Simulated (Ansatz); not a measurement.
# BH6NOSi: the cost of one run

The runs use Ansatz 0.2.0, Gaussian basis; the settings change from run to run.

## Step 1: The relaxed structure

The geometry comes from an earlier relaxation with PBE0-D4 in a triple-zeta def2 set; it is a stationary point, not always the lowest conformer.

SMILES `BO[SiH2]N`, 10 atoms, charge 0, spin multiplicity 1.

Atoms are counted from 1 here; the program's logs count them from 0.

Bond lengths: B1–O2 1.344 Å, B1–H5 1.205 Å, B1–H6 1.200 Å, O2–Si3 1.666 Å, Si3–N4 1.699 Å, Si3–H7 1.483 Å, Si3–H8 1.479 Å, N4–H9 1.006 Å, N4–H10 1.006 Å. Angles: O2–B1–H5 120.2°, O2–B1–H6 118.3°, H5–B1–H6 121.5°, B1–O2–Si3 132.0°, O2–Si3–N4 114.2°, O2–Si3–H7 107.5°, O2–Si3–H8 105.2°, N4–Si3–H7 108.3°, N4–Si3–H8 108.1°, H7–Si3–H8 113.6°, Si3–N4–H9 121.7°, Si3–N4–H10 121.7°, H9–N4–H10 111.8°.

## Step 2: HSE06/aug-cc-pVTZ

Set apart from the defaults: the search for lower states set to full.

in.yaml

```yaml
crystal:
  periodic: [false, false, false]
  atoms:
    - {symbol: B, position_ang: [-1.769474, 1.017169, 0.053754]}
    - {symbol: O, position_ang: [-0.784415, 0.361759, -0.583826]}
    - {symbol: Si, position_ang: [0.819182, 0.117310, -0.205313]}
    - {symbol: N, position_ang: [1.222061, -1.502171, 0.110859]}
    - {symbol: H, position_ang: [-1.550336, 1.568836, 1.102793]}
    - {symbol: H, position_ang: [-2.859906, 1.033284, -0.446902]}
    - {symbol: H, position_ang: [1.118355, 0.916072, 1.007588]}
    - {symbol: H, position_ang: [1.569926, 0.553452, -1.402321]}
    - {symbol: H, position_ang: [1.304705, -2.180400, -0.627972]}
    - {symbol: H, position_ang: [1.013003, -1.936512, 0.994239]}
basis:
  gaussian: {orbitals: aug-cc-pVTZ}
hamiltonian: {xc: {name: HSE06}}
scf: {lower_state_search: full}
```

Run with:

```
$ ansatz run in.yaml --threads 2 --pin off --events-out ev --progress --plain --max-ram 4352MiB
```

Q: Estimate wall time and peak memory on 2 threads of Arm Neoverse V2, shared host.

About 6.5 s, with a peak of 0.76 GiB.
